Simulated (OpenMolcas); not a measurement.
# Hf²⁺ among point charges: CASSCF levels and susceptibility

How does a field of 6 point charges split the states of Hf²⁺, and what χT follows?

The numbers are computed with OpenMolcas 26.06 (state-averaged CASSCF, spin-orbit coupling by RASSI with atomic mean-field integrals), except any that are marked as measured or tabulated.

1 further run of the same task is left out (it didn't finish).

## Step 1: What is computed

```
Species                           : Hf²⁺ (hafnium, Z = 72, 70 electrons)
Basis                             : ANO-RCC-VDZP [7s6p4d2f1g], 68 functions
Scalar Hamiltonian                : DKH2, point nucleus
Inactive shells                   : 1s 2s 2p 3s 3p 3d 4s 4p 4d 4f 5s 5p
Active space                      : 2 electrons in 5 orbitals (5d)
Some configurations of this space : 5d2
Orbitals                          : optimised for each spin and parity, averaged over all roots
```

Outer shells as boxes (Hund's rule):

5d2
```
5d [↑ ][↑ ][  ][  ][  ]
```

The ion sits among 6 point charges of -1.36 e arranged as a tetragonal octahedron (D4h), 2.1 Å from the ion, with the axial distance 2.058 Å. The active orbitals were held to one l.

The work runs as a chain of OpenMolcas steps in one folder; each step below is one input file. Labels, J, g values, rates, χT and fits are worked out afterwards by a script from the matrices that RASSI stores. The input lists half of the charges; inversion (Group=XYZ) makes the rest.

## Step 2: One- and two-electron integrals

Contents of a.inp:

```
&GATEWAY
Coord
1

Hf 0.0 0.0 0.0
Basis=ANO-RCC-VDZP
Group=XYZ
NoMove
AngMom=0.0 0.0 0.0
AMFI
XField
3 Angstrom 0
2.100000 0.000000 0.000000 -1.360000
0.000000 2.100000 0.000000 -1.360000
0.000000 0.000000 2.058000 -1.360000
&SEWARD
```

Started as:

```sh
OMP_NUM_THREADS=1 MOLCAS_MEM=1689 MOLCAS_PROJECT=a pymolcas a.inp > a.log
```

## Step 3: CASSCF: triplets of even parity, 10 roots

Contents of a.inp:

```
&RASSCF
FileOrb=start.orb
Symmetry=1
Spin=3
nActEl=2 0 0
Inactive=15 19
Ras2=5 0
CIRoot=10 10 1
SDav=10
CIMx=300
Iter=120 100
PrWF=0.3
OrbListing=Nothing
MaxOrb=0
SupSym
1
20 4 5 6 7 8 10 11 12 13 14 16 17 18 19 20 23 24 25 26 27
0
>>> COPY $Project.JobIph JOB001
```

start.orb holds the contracted functions of the basis, ordered by shell, or the orbitals of the step before.

## Step 4: CASSCF: singlets of even parity, 15 roots

Contents of a.inp:

```
&RASSCF
FileOrb=start.orb
Symmetry=1
Spin=1
nActEl=2 0 0
Inactive=15 19
Ras2=5 0
CIRoot=15 15 1
SDav=15
CIMx=300
Iter=120 100
PrWF=0.3
OrbListing=Nothing
MaxOrb=0
SupSym
1
20 4 5 6 7 8 10 11 12 13 14 16 17 18 19 20 23 24 25 26 27
0
>>> COPY $Project.JobIph JOB002
```

## Step 5: RASSI: spin-orbit coupling between the states

Contents of a.inp:

```
&RASSI
NrOfJobIphs=2 10 15
1 2 3 4 5 6 7 8 9 10
1 2 3 4 5 6 7 8 9 10 11 12 13 14 15
IphNames
JOB001
JOB002
EJob
SpinOrbit
DIPRint=1.0
SOCoupling=1000.0
Subsets=2
Property=9
'ANGMOM' 1 'ANGMOM' 2 'ANGMOM' 3 'MLTPL  1' 1 'MLTPL  1' 2 'MLTPL  1' 3
'AMFI' 1 'AMFI' 2 'AMFI' 3
SOProperty=3
'ANGMOM' 1 'ANGMOM' 2 'ANGMOM' 3
```

Q: Predict the outcome of this session. Wanted: spin-free ground state; first state of the same spin within the active space; lowest level; next level.

**Answer**, as computed:

| quantity | value |
| --- | --- |
| method | CASSCF |
| spin-free ground state | 3E, 2-fold in its orbital part |
| first state of the same spin within the active space | 3A2 at 579 cm⁻¹ |
| lowest level | 1-fold B1 |
| next level | 94.9 cm⁻¹ |
| χT at 300 K | 0.25 cm³ K/mol |
| effective moment at 300 K | 1.41 μB |

The spin-free ground state (3E) comes to 88 % from free-ion F terms and keeps the highest spin of the shell. χT at 300 K is 0.25, against 1.00 cm³ K/mol for the spin alone, so spin-orbit coupling lowers it. The field of point charges can differ much from that of real complexes. Point charges carry no covalency, so the field is a model and not that of real ligands.
